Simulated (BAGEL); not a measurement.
# A workflow on CH4FGeN (SMILES [H]/N=[C](/F)[GeH3])

Aim: a series of 15 runs (PBE0/def2-SV(P), RI-MP2/def2-SV(P)) of CH4FGeN. 

The calculation is run with BAGEL 1.2.2.

1 further run of the same task is left out (set aside as unsound or not needed).

### Step 1. The structure to begin with

CH4FGeN: 8 atoms, total charge 0, spin state singlet. SMILES: `[H]/N=[C](/F)[GeH3]`. One bond was lengthened or shortened from a relaxed shape.

Bond lengths: N1–C2 1.246 Å, C2–F3 1.346 Å, C2–Ge4 1.681 Å, N1–H5 1.016 Å, Ge4–H6 1.532 Å, Ge4–H7 1.534 Å, Ge4–H8 1.532 Å. Angles: N1–C2–F3 117.4°, N1–C2–Ge4 131.1°, F3–C2–Ge4 111.5°, C2–N1–H5 111.2°, C2–Ge4–H6 108.9°, C2–Ge4–H7 106.6°, C2–Ge4–H8 108.9°, H6–Ge4–H7 111.0°, H6–Ge4–H8 110.4°, H7–Ge4–H8 111.0°.

### Step 2. The energy at PBE0/def2-SV(P) (density fitting with svp-jkfit) (run 1)

Input file job.json:

```json
{ "bagel" : [

{
  "title" : "molecule",
  "basis" : "def2-sv_p_.json",
  "df_basis" : "svp-jkfit",
  "angstrom" : true,
  "geometry" : [
    { "atom" : "N", "xyz" : [    1.606670,    0.202633,   -0.411672 ] },
    { "atom" : "C", "xyz" : [    0.618870,    0.007633,    0.322428 ] },
    { "atom" : "F", "xyz" : [    0.848170,   -0.146767,    1.639228 ] },
    { "atom" : "Ge", "xyz" : [   -1.019900,   -0.103800,   -0.035500 ] },
    { "atom" : "H", "xyz" : [    1.327970,    0.305733,   -1.383072 ] },
    { "atom" : "H", "xyz" : [   -1.766200,    1.006900,    0.710300 ] },
    { "atom" : "H", "xyz" : [   -1.149700,    0.071600,   -1.553900 ] },
    { "atom" : "H", "xyz" : [   -1.530700,   -1.479600,    0.403700 ] }
  ]
},
{
  "title" : "ks",
  "xc_func" : "pbe0"
},
{
  "title" : "print",
  "file" : "orbitals.molden",
  "orbitals" : true
}

]}
```

The basis set def2-SV(P) is read from a file made from the Basis Set Exchange's data (not shown).

Started as:

```sh
$ BAGEL_NUM_THREADS=1 BAGEL job.json > job.out
```

Output:

```text
* using 1 threads per process

  ===============================================================
  ===============================================================

  *** Geometry ***

  { "atom" : "N", "xyz" : [      3.036166,      0.382921,     -0.777947 ] },
  { "atom" : "C", "xyz" : [      1.169495,      0.014424,      0.609301 ] },
  { "atom" : "F", "xyz" : [      1.602809,     -0.277349,      3.097692 ] },
[... 4 lines of this table left out ...]
  { "atom" : "H", "xyz" : [     -2.892604,     -2.796039,      0.762882 ] },

  Number of auxiliary basis functions:      567

  Since a DF basis is specified, we compute 2- and 3-index integrals:
    o Being stored without compression. Storage requirement is 0.031 GB

  Number of basis functions:       82
  Number of electrons      :       58

    * METHOD: MOLECULE                             0.35

  *** Kohn-Sham DFT ***

    * Removing 14557 points whose weight is below 1.00e-10
    * Grid points: 104691

  === Nuclear Repulsion ===
   278.3855706144

       - DIIS with orbital gradients will be used.

  === KS iteration (pbe0 / def2-sv_p_.json) ===
      0      -2177.31137348          0.11930258           0.49
      1      -1897.60754836          0.27385199           0.48
      2      -2099.09114988          0.09020992           0.48
[... 96 lines of this table left out ...]
     99      -1989.79581176          0.27332046           0.49
    * Max iteration reached in SCF.

    * Permanent dipole moment:
           (  104.053373,     6.463490,    27.152063) a.u.

    * METHOD: KS                                  48.89

    * METHOD: PRINT                                0.01

  ===============================================================
```

It took 50 s on 1 thread of Arm Neoverse V1, shared host; peak memory 0.45 GiB.

The run stopped without converging.

### Step 3. Bond 4-2 at 1.978 A: the energy at RI-MP2/def2-SV(P) (density fitting with svp-jkfit) (run 2)

Input file mp2.json:

```json
{ "bagel" : [

{
  "title" : "molecule",
  "basis" : "def2-sv_p_.json",
  "df_basis" : "svp-jkfit",
  "angstrom" : true,
  "geometry" : [
    { "atom" : "N", "xyz" : [    1.895899,    0.222300,   -0.348500 ] },
    { "atom" : "C", "xyz" : [    0.908099,    0.027300,    0.385600 ] },
    { "atom" : "F", "xyz" : [    1.137399,   -0.127100,    1.702400 ] },
    { "atom" : "Ge", "xyz" : [   -1.019900,   -0.103800,   -0.035500 ] },
    { "atom" : "H", "xyz" : [    1.617199,    0.325400,   -1.319900 ] },
    { "atom" : "H", "xyz" : [   -1.766200,    1.006900,    0.710300 ] },
    { "atom" : "H", "xyz" : [   -1.149700,    0.071600,   -1.553900 ] },
    { "atom" : "H", "xyz" : [   -1.530700,   -1.479600,    0.403700 ] }
  ]
},
{
  "title" : "hf"
},
{
  "title" : "mp2",
  "ncore" : 12
}

]}
```

The basis set def2-SV(P) is read from a file made from the Basis Set Exchange's data (not shown).

Started as:

```sh
$ BAGEL_NUM_THREADS=1 BAGEL mp2.json > mp2.out
```

Output:

```text
* using 1 threads per process

  ===============================================================
  ===============================================================

  *** Geometry ***

  { "atom" : "N", "xyz" : [      3.582730,      0.420086,     -0.658570 ] },
  { "atom" : "C", "xyz" : [      1.716058,      0.051590,      0.728678 ] },
  { "atom" : "F", "xyz" : [      2.149373,     -0.240184,      3.217070 ] },
[... 4 lines of this table left out ...]
  { "atom" : "H", "xyz" : [     -2.892604,     -2.796039,      0.762882 ] },

[... 23 lines left out ...]
    * SCF iteration converged.
[... 1 line left out ...]
    * Permanent dipole moment:
[... 2 lines left out ...]
    * METHOD: HF                                   2.23

  *** RHF ***

  === Nuclear Repulsion ===
   257.9922383734

      * DIIS with orbital gradients will be used.

  === RHF iteration (def2-sv_p_.json) ===
      0      -2268.98665326          0.00000001           0.12
    * SCF iteration converged.

    * Permanent dipole moment:
           (    1.172693,     0.009201,     0.784316) a.u.

  === DF-MP2 calculation ===

    * freezing 12 orbitals
    * 3-index integral transformation done
    * assembly done

      MP2 correlation energy:   -0.6790514006      0.08

      MP2 total energy:       -2269.6657046584

    * METHOD: MP2                                  0.33

  ===============================================================
```

It took 3.3 s on 1 thread of Arm Neoverse V1, shared host; peak memory 0.15 GiB.

Run 3 isn't shown in full; the table further down has it.

### Step 4. Bond 4-2 at 2.274 A: a single-point energy at RI-MP2/def2-SV(P) (density fitting with svp-jkfit) (run 4)

Input file job.json:

```json
{ "bagel" : [

{
  "title" : "molecule",
  "basis" : "def2-sv_p_.json",
  "df_basis" : "svp-jkfit",
  "angstrom" : true,
  "geometry" : [
    { "atom" : "N", "xyz" : [       2.185128,       0.241967,      -0.285329 ] },
    { "atom" : "C", "xyz" : [       1.197328,       0.046967,       0.448771 ] },
    { "atom" : "F", "xyz" : [       1.426628,      -0.107433,       1.765571 ] },
    { "atom" : "Ge", "xyz" : [      -1.019900,      -0.103800,      -0.035500 ] },
    { "atom" : "H", "xyz" : [       1.906428,       0.345067,      -1.256729 ] },
    { "atom" : "H", "xyz" : [      -1.766200,       1.006900,       0.710300 ] },
    { "atom" : "H", "xyz" : [      -1.149700,       0.071600,      -1.553900 ] },
    { "atom" : "H", "xyz" : [      -1.530700,      -1.479600,       0.403700 ] }
  ]
},

{ "title" : "hf" },

{ "title" : "mp2", "ncore" : 12 }

]}
```

The basis set def2-SV(P) is read from a file made from the Basis Set Exchange's data (not shown).

Started as:

```sh
$ BAGEL_NUM_THREADS=1 BAGEL job.json > job.out
```

Output:

```text
* using 1 threads per process

  ===============================================================
  ===============================================================

  *** Geometry ***

  { "atom" : "N", "xyz" : [      4.129293,      0.457251,     -0.539194 ] },
  { "atom" : "C", "xyz" : [      2.262622,      0.088755,      0.848054 ] },
  { "atom" : "F", "xyz" : [      2.695936,     -0.203019,      3.336446 ] },
[... 4 lines of this table left out ...]
  { "atom" : "H", "xyz" : [     -2.892604,     -2.796039,      0.762882 ] },

[... 23 lines left out ...]
    * SCF iteration converged.
[... 1 line left out ...]
    * Permanent dipole moment:
[... 2 lines left out ...]
    * METHOD: HF                                   2.21

  *** RHF ***

  === Nuclear Repulsion ===
   241.7027618925

      * DIIS with orbital gradients will be used.

  === RHF iteration (def2-sv_p_.json) ===
      0      -2268.96744269          0.00000000           0.12
    * SCF iteration converged.

    * Permanent dipole moment:
           (    1.447819,     0.030051,     0.828389) a.u.

  === DF-MP2 calculation ===

    * freezing 12 orbitals
    * 3-index integral transformation done
    * assembly done

      MP2 correlation energy:   -0.6803889115      0.07

      MP2 total energy:       -2269.6478316054

    * METHOD: MP2                                  0.33

  ===============================================================
```

Wall time 3.3 s (1 thread of Arm Neoverse V1, shared host); peak memory 0.15 GiB.

Runs 5 to 14 aren't shown in full; the table further down has their settings and results.

### Step 5. Bond 4-2 at 5.538 A: a single-point energy at PBE0/def2-SV(P) (density fitting with svp-jkfit) (run 15)

Input file calc.json:

```json
{ "bagel": [

{
  "title": "molecule",
  "basis": "def2-sv_p_.json",
  "df_basis": "svp-jkfit",
  "angstrom": "true",
  "geometry": [
    { "atom": "N", "xyz": [    5.366259,    0.458277,    0.409471 ] },
    { "atom": "C", "xyz": [    4.378459,    0.263277,    1.143571 ] },
    { "atom": "F", "xyz": [    4.607759,    0.108877,    2.460371 ] },
    { "atom": "Ge", "xyz": [   -1.019900,   -0.103800,   -0.035500 ] },
    { "atom": "H", "xyz": [    5.087559,    0.561377,   -0.561929 ] },
    { "atom": "H", "xyz": [   -1.766200,    1.006900,    0.710300 ] },
    { "atom": "H", "xyz": [   -1.149700,    0.071600,   -1.553900 ] },
    { "atom": "H", "xyz": [   -1.530700,   -1.479600,    0.403700 ] }
  ]
},
{ "title": "ks", "xc_func": "pbe0" },
{ "title": "print", "file": "orbitals.molden", "orbitals": "true" }

]}
```

The basis set def2-SV(P) is read from a file made from the Basis Set Exchange's data (not shown).

Started as:

```sh
$ BAGEL_NUM_THREADS=1 BAGEL calc.json > calc.out
```

Output:

```text
* using 1 threads per process

  ===============================================================
  ===============================================================

  *** Geometry ***

  { "atom" : "N", "xyz" : [     10.140760,      0.866018,      0.773788 ] },
  { "atom" : "C", "xyz" : [      8.274088,      0.497521,      2.161036 ] },
  { "atom" : "F", "xyz" : [      8.707403,      0.205748,      4.649427 ] },
[... 4 lines of this table left out ...]
  { "atom" : "H", "xyz" : [     -2.892604,     -2.796039,      0.762882 ] },

  Number of auxiliary basis functions:      567

  Since a DF basis is specified, we compute 2- and 3-index integrals:
    o Being stored without compression. Storage requirement is 0.031 GB

  Number of basis functions:       82
  Number of electrons      :       58

    * METHOD: MOLECULE                             0.32

  *** Kohn-Sham DFT ***

    * Removing 11151 points whose weight is below 1.00e-10
    * Grid points: 108097

  === Nuclear Repulsion ===
   164.5274843411

       - DIIS with orbital gradients will be used.

  === KS iteration (pbe0 / def2-sv_p_.json) ===
      0      -2171.51526847          0.08956122           0.49
      1      -1830.30053346          0.19612291           0.48
      2      -2003.38862763          0.04422124           0.48
[... 96 lines of this table left out ...]
     99      -1806.38386434          0.22954061           0.49
    * Max iteration reached in SCF.

    * Permanent dipole moment:
           (  279.595763,    19.854650,    54.820451) a.u.

    * METHOD: KS                                  49.00

    * METHOD: PRINT                                0.01

  ===============================================================
```

It took 50 s on 1 thread of Arm Neoverse V1, shared host; peak memory 0.46 GiB.

The run stopped without converging.

### Step 6. The series

| run | level | frozen core orbitals | partner | energy (Eh) | wall time |
| --- | --- | --- | --- | --- | --- |
| 1 | PBE0/def2-SV(P) (density fitting with svp-jkfit) | – | bond 4-2 at 1.681 A | not converged | 50 s |
| 2 | RI-MP2/def2-SV(P) (density fitting with svp-jkfit) | 12 | bond 4-2 at 1.978 A | -2269.665705 | 3.3 s |
| 3 | PBE0/def2-SV(P) (density fitting with svp-jkfit) | – | bond 4-2 at 1.978 A | not converged | 52 s |
| 4 | RI-MP2/def2-SV(P) (density fitting with svp-jkfit) | 12 | bond 4-2 at 2.274 A | -2269.647832 | 3.3 s |
| 5 | PBE0/def2-SV(P) (density fitting with svp-jkfit) | – | bond 4-2 at 2.274 A | not converged | 50 s |
| 6 | RI-MP2/def2-SV(P) (density fitting with svp-jkfit) | 12 | bond 4-2 at 2.670 A | -2269.605959 | 3.3 s |
| 7 | PBE0/def2-SV(P) (density fitting with svp-jkfit) | – | bond 4-2 at 2.670 A | not converged | 49 s |
| 8 | RI-MP2/def2-SV(P) (density fitting with svp-jkfit) | 12 | bond 4-2 at 3.164 A | -2269.560199 | 3.3 s |
| 9 | PBE0/def2-SV(P) (density fitting with svp-jkfit) | – | bond 4-2 at 3.164 A | not converged | 49 s |
| 10 | RI-MP2/def2-SV(P) (density fitting with svp-jkfit) | 12 | bond 4-2 at 3.758 A | -2269.524309 | 3.6 s |
| 11 | PBE0/def2-SV(P) (density fitting with svp-jkfit) | – | bond 4-2 at 3.758 A | not converged | 50 s |
| 12 | RI-MP2/def2-SV(P) (density fitting with svp-jkfit) | 12 | bond 4-2 at 4.549 A | -2269.504920 | 3.6 s |
| 13 | PBE0/def2-SV(P) (density fitting with svp-jkfit) | – | bond 4-2 at 4.549 A | not converged | 50 s |
| 14 | RI-MP2/def2-SV(P) (density fitting with svp-jkfit) | 12 | bond 4-2 at 5.538 A | -2269.513343 | 3.6 s |
| 15 | PBE0/def2-SV(P) (density fitting with svp-jkfit) | – | bond 4-2 at 5.538 A | not converged | 50 s |

### Step 7. Outcome

| quantity | value |
| --- | --- |
| bond 4-2 at 5.538 A, run 14: total energy | -2269.51334 Eh |
| bond 4-2 at 5.538 A, run 14: correlation energy (12 core orbitals frozen) | -781.2 mEh |

In words: The lowest energy is that of run 2; the highest lies 4.375 eV above it. In runs 10, 12, 14 a closed-shell determinant meets a far-stretched bond, which it describes badly. All runs together took 7.1 min, the longest 52 s. 8 of the 15 runs did not end normally.
